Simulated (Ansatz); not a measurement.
# C2H7AlOSi: two geometries relaxed

Are the two ends of the shift of H11 from Si4 to Al3 separate minima, and which lies lower? Each is relaxed from a guess. SMILES of the start: C=[CH][AlH][SiH2]O.

Program: Ansatz 0.2.0. Level of theory: RKS PBE-D4/def2-SVP. These are calculated values, not measurements.

## 1. The structure to begin with

Bond lengths: C1–C2 1.303 Å, C2–Al3 1.949 Å, Al3–Si4 2.418 Å, Si4–O5 1.663 Å, C1–H6 1.053 Å, C1–H7 1.135 Å, C2–H8 1.075 Å, Al3–H9 1.555 Å, Si4–H10 1.433 Å, Si4–H11 1.549 Å, O5–H12 0.993 Å. Angles (14 of 16 angles, heavy atoms first): C1–C2–Al3 119.4°, C2–Al3–Si4 120.8°, Al3–Si4–O5 109.8°, C1–C2–H8 123.0°, Al3–C2–H8 117.5°, C2–C1–H6 127.6°, C2–C1–H7 117.7°, C2–Al3–H9 122.2°, Si4–Al3–H9 116.9°, Al3–Si4–H10 110.5°, Al3–Si4–H11 105.6°, O5–Si4–H10 113.4°, O5–Si4–H11 109.4°, Si4–O5–H12 108.1°.

Coordinates:

```xyz
12

C    -1.4822    1.3375   -0.3786
C    -1.1827    0.5203   -1.3477
Al    0.1237   -0.8935   -1.0398
Si    1.2694   -1.0801    1.0818
O     2.0679    0.3394    1.4163
H    -1.0924    1.3437    0.5996
H    -2.2412    2.1534   -0.5929
H    -1.5933    0.6106   -2.3371
H     0.5352   -1.8983   -2.1534
H     2.1251   -2.2301    1.0904
H     0.1592   -1.3081    2.1373
H     1.3883    1.0499    1.5581
```

## 2. Relaxing end A

input.yaml reads:

```yaml
crystal:
  periodic: [false, false, false]
  atoms:
    - { symbol: C, position_ang: [-1.4822, 1.3375, -0.3786] }
    - { symbol: C, position_ang: [-1.1827, 0.5203, -1.3477] }
    - { symbol: Al, position_ang: [0.1237, -0.8935, -1.0398] }
    - { symbol: Si, position_ang: [1.2694, -1.0801, 1.0818] }
    - { symbol: O, position_ang: [2.0679, 0.3394, 1.4163] }
    - { symbol: H, position_ang: [-1.0924, 1.3437, 0.5996] }
    - { symbol: H, position_ang: [-2.2412, 2.1534, -0.5929] }
    - { symbol: H, position_ang: [-1.5933, 0.6106, -2.3371] }
    - { symbol: H, position_ang: [0.5352, -1.8983, -2.1534] }
    - { symbol: H, position_ang: [2.1251, -2.2301, 1.0904] }
    - { symbol: H, position_ang: [0.1592, -1.3081, 2.1373] }
    - { symbol: H, position_ang: [1.3883, 1.0499, 1.5581] }
basis:
  gaussian: { orbitals: def2-SVP }
hamiltonian:
  xc: pbe
  dispersion: d4
relax:
  f_tol: 0.02
  max_steps: 50
```

On the command line:

```
> ansatz run input.yaml --threads 2 --pin off --max-ram 3072MiB --backend cpu --events-out ev --progress --plain --runs-dir out
```

Output, cut to the lines that bear on the results:

```text
Warning: RAYON_NUM_THREADS=2 ignored (pool sized by the plan → 2); use --threads N
[...]
Functional definition: PBE
[...]
1254 factors; their error is unknown
[...]
mean field -18688.00391876 eV, -686.7714768304 hartree, gradient 5.9e-5 eV, S^2 0.000000; 0 other end points of the search recorded, 0 dependent functions left out
[...]
reference -18688.00396092 eV, -686.7714783798 hartree; 27, 27 occupied and 86, 86 virtual orbitals, 1254 factors
relax step   1: F+E_penalty+E_count = -18688.25673112 eV  Δ(F+E_penalty+E_count) = +0.000e0 eV  max|allowed force component| = 2.979e0 eV/Å  Δτ_max = 0.0000 Å  (29 SCF iters, accepted)
[...]
relax step   4: F+E_penalty+E_count = -18688.69970897 eV  Δ(F+E_penalty+E_count) = -3.748e-2 eV  max|allowed force component| = 4.263e-1 eV/Å  Δτ_max = 0.1999 Å  (36 SCF iters, accepted)
[...]
relax step   7: F+E_penalty+E_count = -18688.73456599 eV  Δ(F+E_penalty+E_count) = -5.681e-3 eV  max|allowed force component| = 1.636e-1 eV/Å  Δτ_max = 0.0933 Å  (30 SCF iters, accepted)
[...]
relax step  10: F+E_penalty+E_count = -18688.74220051 eV  Δ(F+E_penalty+E_count) = -3.337e-3 eV  max|allowed force component| = 9.539e-2 eV/Å  Δτ_max = 0.0533 Å  (30 SCF iters, accepted)
[...]
relax step  13: F+E_penalty+E_count = -18688.74746543 eV  Δ(F+E_penalty+E_count) = -6.086e-4 eV  max|allowed force component| = 1.887e-1 eV/Å  Δτ_max = 0.0662 Å  (30 SCF iters, accepted)
[...]
relax step  14: F+E_penalty+E_count = -18688.74915138 eV  Δ(F+E_penalty+E_count) = -1.686e-3 eV  max|allowed force component| = 1.489e-1 eV/Å  Δτ_max = 0.0161 Å  (31 SCF iters, accepted)
```

## 3. More of the same log: end point A relaxed

Output, continued, cut to the lines that bear on the results:

```text
[...]
1254 factors; their error is unknown
mean field -18688.49775815 eV, -686.7896250932 hartree, gradient 2.2e-5 eV, S^2 0.000000; 0 other end points of the search recorded, 0 dependent functions left out
[...]
reference -18688.49780108 eV, -686.7896266710 hartree; 27, 27 occupied and 86, 86 virtual orbitals, 1254 factors
relax step  15: F+E_penalty+E_count = -18688.75764902 eV  Δ(F+E_penalty+E_count) = -8.498e-3 eV  max|allowed force component| = 2.005e-1 eV/Å  Δτ_max = 0.1269 Å  (30 SCF iters, accepted)
[...]
relax step  17: F+E_penalty+E_count = -18688.78404209 eV  Δ(F+E_penalty+E_count) = -2.206e-2 eV  max|allowed force component| = 3.755e-1 eV/Å  Δτ_max = 0.1997 Å  (36 SCF iters, accepted)
[...]
relax step  19: F+E_penalty+E_count = -18688.79347329 eV  Δ(F+E_penalty+E_count) = -5.959e-3 eV  max|allowed force component| = 1.140e-1 eV/Å  Δτ_max = 0.0843 Å  (30 SCF iters, accepted)
[...]
Atom 2 at    -0.007199    -1.058214    -1.069488 Å, force    -0.001022     0.004544     0.004191 eV/Å
Atom 3 at     1.145623    -1.099004     1.125652 Å, force     0.001032     0.007116     0.010109 eV/Å
Atom 4 at     1.069099     0.422027     1.902341 Å, force    -0.007276    -0.019434    -0.003192 eV/Å
Atom 5 at    -0.830430     1.343542     0.560323 Å, force     0.001527    -0.001165     0.003363 eV/Å
Atom 6 at    -1.918090     2.353530    -0.581189 Å, force    -0.004511     0.000011    -0.000184 eV/Å
Atom 7 at    -1.589344     0.726575    -2.390617 Å, force     0.003558     0.001601     0.006581 eV/Å
Atom 8 at     0.085658    -2.254583    -2.137135 Å, force     0.000271    -0.000514     0.001532 eV/Å
Atom 9 at     2.581035    -1.583001     1.026323 Å, force    -0.000742     0.000625    -0.002508 eV/Å
Atom 10 at     0.470351    -2.041171     2.090839 Å, force    -0.000124     0.000844    -0.000491 eV/Å
Atom 11 at     1.445465     1.143202     1.368233 Å, force     0.007627     0.010389    -0.003486 eV/Å
Dipole moment:    -0.000092     0.254229    -0.257178 e Å
```

Wall time 69 s (2 threads of Arm Neoverse V1, shared host); peak memory 0.15 GiB.

Step by step:

| step | energy from step 1 (eV) | largest force component (eV/Å) |
| --- | --- | --- |
| 1 | 0.0000 | 2.9785 |
| 2 | -0.3658 | 1.0238 |
| 3 | -0.4055 | 0.7520 |
| 4 | -0.4430 | 0.4263 |
| 5 | -0.4607 | 0.2520 |
| 6 | -0.4722 | 0.1305 |
| 7 | -0.4778 | 0.1636 |
| 8 | -0.4793 | 0.4732 |
| 9 | -0.4821 | 0.2742 |
| 10 | -0.4855 | 0.0954 |
| 11 | -0.4886 | 0.0616 |
| 12 | -0.4901 | 0.1033 |
| 13 | -0.4907 | 0.1887 |
| 14 | -0.4924 | 0.1489 |
| 15 | -0.5009 | 0.2005 |
| 16 | -0.5053 | 0.4185 |
| 17 | -0.5273 | 0.3755 |
| 18 | -0.5308 | 0.3066 |
| 19 | -0.5367 | 0.1140 |
| 20 | -0.5376 | 0.1389 |
| 21 | -0.5418 | 0.0539 |
| 22x | -0.5398 | 0.3985 |
| 23 | -0.5424 | 0.0233 |
| 24 | -0.5425 | 0.0194 |

Step 1 is the start. 1 step was tried and not accepted (marked x).

After: Bond lengths: C1–C2 1.357 Å, C2–Al3 1.958 Å, Al3–Si4 2.480 Å, Si4–O5 1.710 Å, C1–H6 1.106 Å, C1–H7 1.107 Å, C2–H8 1.108 Å, Al3–H9 1.606 Å, Si4–H10 1.518 Å, Si4–H11 1.508 Å, O5–H12 0.973 Å. Angles (14 of 16 angles, heavy atoms first): C1–C2–Al3 120.2°, C2–Al3–Si4 115.4°, Al3–Si4–O5 111.5°, C1–C2–H8 116.7°, Al3–C2–H8 123.1°, C2–C1–H6 121.6°, C2–C1–H7 122.8°, C2–Al3–H9 121.3°, Si4–Al3–H9 123.3°, Al3–Si4–H10 112.8°, Al3–Si4–H11 111.6°, O5–Si4–H10 110.8°, O5–Si4–H11 104.2°, Si4–O5–H12 113.1°.

## 4. Relaxing end B

The second end starts from a geometry with the move made by hand.

input.yaml: that of step 2 with these lines changed.

```diff
@@ -13,3 +13,3 @@
     - { symbol: H, position_ang: [2.1251, -2.2301, 1.0904] }
-    - { symbol: H, position_ang: [0.1592, -1.3081, 2.1373] }
+    - { symbol: H, position_ang: [-1.27538, -1.02677, -0.41019] }
     - { symbol: H, position_ang: [1.3883, 1.0499, 1.5581] }
```

On the command line:

```
> ansatz run input.yaml --threads 2 --pin off --max-ram 3072MiB --backend cpu --events-out ev --progress --plain --runs-dir out
```

Output, cut to the lines that bear on the results:

```text
Warning: RAYON_NUM_THREADS=2 ignored (pool sized by the plan → 2); use --threads N
[...]
Functional definition: PBE
[...]
1254 factors; their error is unknown
[...]
mean field -18684.76877116 eV, -686.6525873490 hartree, gradient 1.1e-5 eV, S^2 0.000000; 1 other end points of the search recorded, 0 dependent functions left out
[...]
reference -18684.76881233 eV, -686.6525888619 hartree; 27, 27 occupied and 86, 86 virtual orbitals, 1254 factors
relax step   1: F+E_penalty+E_count = -18685.04432617 eV  Δ(F+E_penalty+E_count) = +0.000e0 eV  max|allowed force component| = 3.557e0 eV/Å  Δτ_max = 0.0000 Å  (104 SCF iters, accepted)
[...]
relax step   8: F+E_penalty+E_count = -18687.86799753 eV  Δ(F+E_penalty+E_count) = -9.752e-2 eV  max|allowed force component| = 4.173e-1 eV/Å  Δτ_max = 0.1930 Å  (31 SCF iters, accepted)
[...]
relax step  15: F+E_penalty+E_count = -18688.40266858 eV  Δ(F+E_penalty+E_count) = -3.039e-2 eV  max|allowed force component| = 3.018e-1 eV/Å  Δτ_max = 0.0692 Å  (31 SCF iters, accepted)
[...]
relax step  22: F+E_penalty+E_count = -18688.41941207 eV  Δ(F+E_penalty+E_count) = -2.038e-3 eV  max|allowed force component| = 7.632e-2 eV/Å  Δτ_max = 0.0640 Å  (30 SCF iters, accepted)
[...]
relax step  28: F+E_penalty+E_count = -18688.75872332 eV  Δ(F+E_penalty+E_count) = -4.344e-2 eV  max|allowed force component| = 6.209e-1 eV/Å  Δτ_max = 0.2000 Å  (30 SCF iters, accepted)
relax step  29: F+E_penalty+E_count = -18688.74383346 eV  Δ(F+E_penalty+E_count) = +1.489e-2 eV  max|allowed force component| = 8.749e-1 eV/Å  Δτ_max = 0.1934 Å  (31 SCF iters, rejected (line search))
```

## 5. More of the same log: end point B relaxed

The log, continued, cut to the lines that bear on the results:

```text
relax step  30: F+E_penalty+E_count = -18688.77827920 eV  Δ(F+E_penalty+E_count) = -1.956e-2 eV  max|allowed force component| = 4.266e-1 eV/Å  Δτ_max = 0.0920 Å  (30 SCF iters, accepted)
[...]
relax step  32: F+E_penalty+E_count = -18688.79498945 eV  Δ(F+E_penalty+E_count) = -2.237e-3 eV  max|allowed force component| = 2.001e-1 eV/Å  Δτ_max = 0.0883 Å  (30 SCF iters, accepted)
[...]
relax step  34: F+E_penalty+E_count = -18688.79823206 eV  Δ(F+E_penalty+E_count) = -3.050e-5 eV  max|allowed force component| = 7.638e-2 eV/Å  Δτ_max = 0.0037 Å  (24 SCF iters, accepted)
[...]
relax step  36: F+E_penalty+E_count = -18688.79892514 eV  Δ(F+E_penalty+E_count) = -6.931e-4 eV  max|allowed force component| = 3.629e-2 eV/Å  Δτ_max = 0.0216 Å  (32 SCF iters, accepted)
[...]
Atom 2 at    -0.081608    -0.883682    -1.411000 Å, force     0.002999    -0.014537     0.000039 eV/Å
Atom 3 at     0.906192    -1.250713     0.834515 Å, force    -0.003439     0.004446    -0.001828 eV/Å
Atom 4 at     0.838773     0.163982     1.791369 Å, force    -0.001619    -0.002175    -0.002768 eV/Å
Atom 5 at    -0.931386     1.317477     0.458077 Å, force     0.000095    -0.003289    -0.003067 eV/Å
Atom 6 at    -1.922676     2.500703    -0.601638 Å, force    -0.000460    -0.002982    -0.001174 eV/Å
Atom 7 at    -1.532826     1.106937    -2.584925 Å, force     0.000536    -0.001165    -0.004036 eV/Å
Atom 8 at     0.057022    -1.939332    -2.614330 Å, force    -0.000817     0.004703     0.003676 eV/Å
Atom 9 at     2.321930    -1.794746     0.772688 Å, force     0.000015     0.001258     0.000030 eV/Å
Atom 10 at     0.118131    -2.267082     1.622936 Å, force     0.003229     0.000222     0.000605 eV/Å
Atom 11 at     1.289821     0.924674     1.384698 Å, force     0.001292    -0.002406     0.001486 eV/Å
Dipole moment:     0.030786     0.285853    -0.218717 e Å
```

Run time: 1.9 min. Hardware: 2 threads of Arm Neoverse V1, shared host; peak memory 0.16 GiB.

Relaxation path, one in 2:

```csv
step,energy from step 1 (eV),largest force component (eV/Å)
1,0.0000,3.5575
3,-1.6438,2.2302
5,-2.3678,1.0484
7,-2.7261,0.4993
9,-2.9125,0.3224
11,-3.1265,0.2762
13,-3.3138,0.3358
15,-3.3583,0.3018
17,-3.3695,0.1159
19,-3.3718,0.0993
21,-3.3730,0.0144
23,-3.3965,0.4236
25,-3.5288,0.3083
27,-3.6710,0.1722
29x,-3.6995,0.8749
31,-3.7484,0.0994
33,-3.7539,0.0766
35x,-3.7536,0.0954
37,-3.7546,0.0309
39x,-3.7546,0.0353
40,-3.7549,0.0145
```

Step 1 is the start. 3 steps were tried and not accepted (marked x).

After: Bond lengths: C1–C2 1.357 Å, C2–Al3 1.958 Å, Al3–Si4 2.480 Å, Si4–O5 1.709 Å, C1–H6 1.106 Å, C1–H7 1.107 Å, C2–H8 1.108 Å, Al3–H9 1.607 Å, Si4–H10 1.518 Å, Si4–H11 1.509 Å, O5–H12 0.973 Å. Angles (14 of 16 angles, heavy atoms first): C1–C2–Al3 119.9°, C2–Al3–Si4 115.4°, Al3–Si4–O5 111.6°, C1–C2–H8 116.7°, Al3–C2–H8 123.4°, C2–C1–H6 121.7°, C2–C1–H7 122.8°, C2–Al3–H9 121.5°, Si4–Al3–H9 123.1°, Al3–Si4–H10 112.8°, Al3–Si4–H11 111.4°, O5–Si4–H10 110.9°, O5–Si4–H11 104.1°, Si4–O5–H12 113.2°.

Pairs that crossed the distance rule for bonds on the way: came closer Si4–H11; moved apart Al3–H11.

## 6. Results

| quantity | value |
| --- | --- |
| end A | 22 moves, 0.542 eV lower |
| end B | 36 moves, 3.755 eV lower |
| largest difference between the ends | 0.03 Å |
| end B relative to end A | +0.000 eV |

What this shows: Both starts fell into the same minimum (no atom differs by more than 0.03 Å), so from this start no second minimum was found and no band was run; another arrangement could still be one.
